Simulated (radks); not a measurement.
# F in 1s1.5 2s2 2p5 3d0.5: an all-electron calculation

An exercise on one series of results from a longer session: the logs are not shown, and one member is left open.

Method: non-relativistic Kohn-Sham, MS2 meta-GGA, spin-polarised, spherical densities, point nucleus; open shells are filled with parallel spins first. Code: radks (a radial shooting solver on a logarithmic mesh, Libxc functionals) version 1.

**What is computed**

* element: fluorine (Z = 9)
* charge: 0
* electrons: 9
* configuration: 1s1.5 2s2 2p5 3d0.5

The first run:

Input:

```text
Z 9
configuration 1s1.5 2s2 2p5 3d0.5
relativity non-relativistic
functional ms2,regtpss
spin polarised
nucleus point
```

Among the steps run: Self-consistent calculation.

One table of the session follows, with a row left open; its other results are not shown here.

It belongs to the step «Radial structure». Radial moments (bohr):

| level | <r> | outermost maximum (interpolated) | 90 % within |
| --- | --- | --- | --- |
| 1s up | 0.1726 | 0.113 | 0.308 |
| 1s down | 0.1740 | 0.114 | 0.311 |
| 2s up | 0.9386 | 0.731 | 1.50 |
| 2s down | 0.9582 | 0.742 | 1.53 |
| 2p up | ? | ? | ? |
| 2p down | 1.002 | 0.671 | 1.74 |
| 3d up | 16.01 | 15.1 | 22.6 |

Estimate the missing values for 2p up.

**Answer.** <r>: 0.9582; outermost maximum (interpolated): 0.653; 90 % within: 1.65.
